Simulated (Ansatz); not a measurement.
# Li: stress in a strained cell

Li is deformed so: zz strain of -1 %. What stress and forces result, by LAPW, PAW and all-electron datasets made for the crystal?

This is Li in the hcp structure; at room conditions it is bcc.

Computed with Ansatz 0.2.0 (DFT PBEsol, scalar-relativistic, unless a step's input says otherwise).

2 further runs of the same task are left out: 2 set aside as unsound or not needed.

**1. Starting point**

Symmetry: P6_3/mmc, No. 194, hexagonal system. The conventional cell has a = 3.111 Å, b = 3.111 Å, c = 5.093 Å, α = 90.00°, β = 90.00°, γ = 120.00°. Li (site symmetry -6m2) is surrounded by 12 Li at 3.11 to 3.12 Å.

As a file:

```xyz
2
Lattice="3.1110 0.0000 0.0000 -1.5555 2.6942 0.0000 0.0000 0.0000 5.0930" Properties=species:S:1:pos:R:3 pbc="T T T"
Li    0.0000    1.7961    1.2732
Li    1.5555    0.8981    3.8197
```

Atoms are numbered in the order of the input: Li1, Li2.

**2. The deformed structure**

Space group P6_3/mmc before, P6_3/mmc after.

**3. LAPW, all electrons**

Contents of input.yaml:

```yaml
crystal:
  lattice:
    - [3.1110021516, 0.0, 0.0]
    - [-1.5555010758, 2.6942068945, 0.0]
    - [0.0, 0.0, 5.04207]
  atoms:
    - { symbol: Li, position: [0.3333333333, 0.6666666667, 0.25] }
    - { symbol: Li, position: [0.6666666667, 0.3333333333, 0.75] }
kpoints:
  mp_grid: { grid: [15, 15, 8] }
  band_path:
    path:
      - [0.0, 0.0, 0.0]
      - [0.5, 0.0, 0.0]
      - [0.3333333333, 0.3333333333, 0.0]
      - [0.0, 0.0, 0.0]
      - [0.0, 0.0, 0.5]
      - [0.5, 0.0, 0.5]
      - [0.3333333333, 0.3333333333, 0.5]
      - [0.0, 0.0, 0.5]
      - [0.5, 0.0, 0.5]
    npoints: 5
scf:
  occupations: { method: fermi_dirac, width: 0.08 }
hamiltonian:
  xc: pbesol
  pseudopotentials: { kind: all_electron, lapw: { basis_error: 0.0005 } }
output:
  forces: true
  stress: true
  eigenvalues: true
```

Command:

```console
> ansatz run input.yaml --threads 1 --pin off --max-ram 3072MiB --backend cpu --events-out ev --progress --plain --runs-dir out
```

**4. PAW on the default files**

Contents of input.yaml:

```yaml
crystal:
  lattice:
    - [3.1110021516, 0.0, 0.0]
    - [-1.5555010758, 2.6942068945, 0.0]
    - [0.0, 0.0, 5.04207]
  atoms:
    - { symbol: Li, position: [0.3333333333, 0.6666666667, 0.25] }
    - { symbol: Li, position: [0.6666666667, 0.3333333333, 0.75] }
kpoints:
  mp_grid: { grid: [15, 15, 8] }
scf:
  occupations: { method: fermi_dirac, width: 0.08 }
hamiltonian:
  xc: pbesol
  pseudopotentials: { kind: paw }
output:
  forces: true
  stress: true
  eigenvalues: true
  efg: { contact_densities: true }
  write_density: true
  write_potential: true
  elf: true
  volumetric_format: npy
```

**5. All-electron PAW on datasets made for the crystal**

Changes to input.yaml since step 4:

```diff
@@ -14,3 +14,3 @@
   xc: pbesol
-  pseudopotentials: { kind: paw }
+  pseudopotentials: { kind: all_electron, datasets: crystal }
 output:
@@ -20,5 +20 @@
   efg: { contact_densities: true }
-  write_density: true
-  write_potential: true
-  elf: true
-  volumetric_format: npy
```

(Steps that only read results are left out.)

**Question.** What will these runs give? Wanted: pressure; largest shear or deviatoric stress.

As calculated:

| quantity | value |
| --- | --- |
| pressure | LAPW -0.56, PAW -0.56, crystal datasets -0.56 GPa |
| largest shear or deviatoric stress (LAPW) | 0.12 GPa |

Against the undeformed cell the largest change of stress is +0.244 GPa, in the zz component, with the atoms carried along and not relaxed. PAW: stress within 0.01 GPa of LAPW. Crystal datasets: stress within 0.01 GPa of LAPW.
